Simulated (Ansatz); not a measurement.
The system is Ta3AsAu2O13.

```xyz
19
Lattice="5.4520 0.0000 0.0000 -2.7260 4.7216 0.0000 0.0000 0.0000 9.5790" Properties=species:S:1:pos:R:3 pbc="T T T"
Ta    0.0000    0.0000    1.8591
Ta    0.0000    0.0000    7.7199
Ta    2.7260    1.5739    0.0000
As    0.0000    0.0000    4.7895
Au    0.0000    3.1478    2.6273
Au    0.0000    3.1478    6.9517
O     0.0000    0.0000    0.0000
O    -1.3422    4.5861    3.4870
O    -0.5745    1.2662    3.4870
O     1.9167    3.5909    3.4870
O    -1.3422    4.5861    6.0921
O    -0.5745    1.2662    6.0921
O     1.9167    3.5909    6.0921
O     1.1852    1.5782    8.2230
O     3.4927    0.2373    8.2230
O     3.5002    2.9061    8.2230
O     1.1852    1.5782    1.3560
O     3.4927    0.2373    1.3560
O     3.5002    2.9061    1.3560
```

The cell was built by a generator and needn't be a form met in nature.

| Property | Result |
| --- | --- |
| Program | Ansatz 0.2.0 |
| Task | relaxation of cell and atoms |
| Functional | PBE |
| Dispersion | D4 |
| Potentials or basis | Ansatz PAW |
| Cutoff | 420 eV (not typed: the program's choice for these potentials) |
| k mesh | 4 × 4 × 2 |
| Occupations | fermi-dirac, width 0.05 eV |
| Spin | no spin polarisation |

At the start: volume 12.98 Å³/atom.

Q: How do energy, volume and symmetry change on relaxing?

A: It ends after 11 steps and the volume is 12.70 Å³/atom (-2.1 %); space group P-6 (No. 174, to 0.05 Å).

Step by step:
| step | energy change (eV) | largest force (eV/Å) | volume (Å³) |
| --- | --- | --- | --- |
| 1 | 0.0000 | 0.1929 | 246.59 |
| 2 | -0.0708 | 0.0764 | 241.44 |
| 3 | -0.0745 | 0.0366 | 241.33 |
| 4 | -0.0751 | 0.0513 | 241.41 |
| 5 | -0.0754 | 0.0383 | 241.52 |
| 6 | -0.0752 | 0.0142 | 241.61 |
| 7 | -0.0752 | 0.0075 | 241.63 |
| 8 | -0.0556 | 0.0072 | 241.63 |
| 9 | -0.0578 | 0.0073 | 241.11 |
| 10 | -0.0569 | 0.0020 | 241.33 |
| 11 | -0.0553 | 0.0019 | 241.33 |

Final structure:
```yaml
crystal:
  lattice:
    - [5.40808, 0.00000, 0.00000]
    - [-2.70404, 4.68353, 0.00000]
    - [0.00000, 0.00000, 9.52804]
  atoms:
    - { symbol: Ta, position: [0.00000, 0.00000, 0.19540] }
    - { symbol: Ta, position: [0.00000, 0.00000, 0.80460] }
    - { symbol: Ta, position: [0.66667, 0.33333, 0.00000] }
    - { symbol: As, position: [0.00000, 0.00000, 0.50000] }
    - { symbol: Au, position: [0.33333, 0.66667, 0.27157] }
    - { symbol: Au, position: [0.33333, 0.66667, 0.72843] }
    - { symbol: O, position: [0.00000, 0.00000, 0.00000] }
    - { symbol: O, position: [0.24109, 0.96826, 0.36477] }
    - { symbol: O, position: [0.03174, 0.27283, 0.36477] }
    - { symbol: O, position: [0.72717, 0.75891, 0.36477] }
    - { symbol: O, position: [0.24109, 0.96826, 0.63523] }
    - { symbol: O, position: [0.03174, 0.27283, 0.63523] }
    - { symbol: O, position: [0.72717, 0.75891, 0.63523] }
    - { symbol: O, position: [0.38512, 0.33753, 0.85841] }
    - { symbol: O, position: [0.66247, 0.04759, 0.85841] }
    - { symbol: O, position: [0.95241, 0.61488, 0.85841] }
    - { symbol: O, position: [0.38512, 0.33753, 0.14159] }
    - { symbol: O, position: [0.66247, 0.04759, 0.14159] }
    - { symbol: O, position: [0.95241, 0.61488, 0.14159] }
```

Caveat: the plane-wave basis is chosen anew once the cell has moved, so the energies of steps on either side of that aren't comparable; the pressure holds a Pulay correction of +0.7 GPa for the finite cutoff; pairwise dispersion overbinds metals, which lowers pressure and volume.
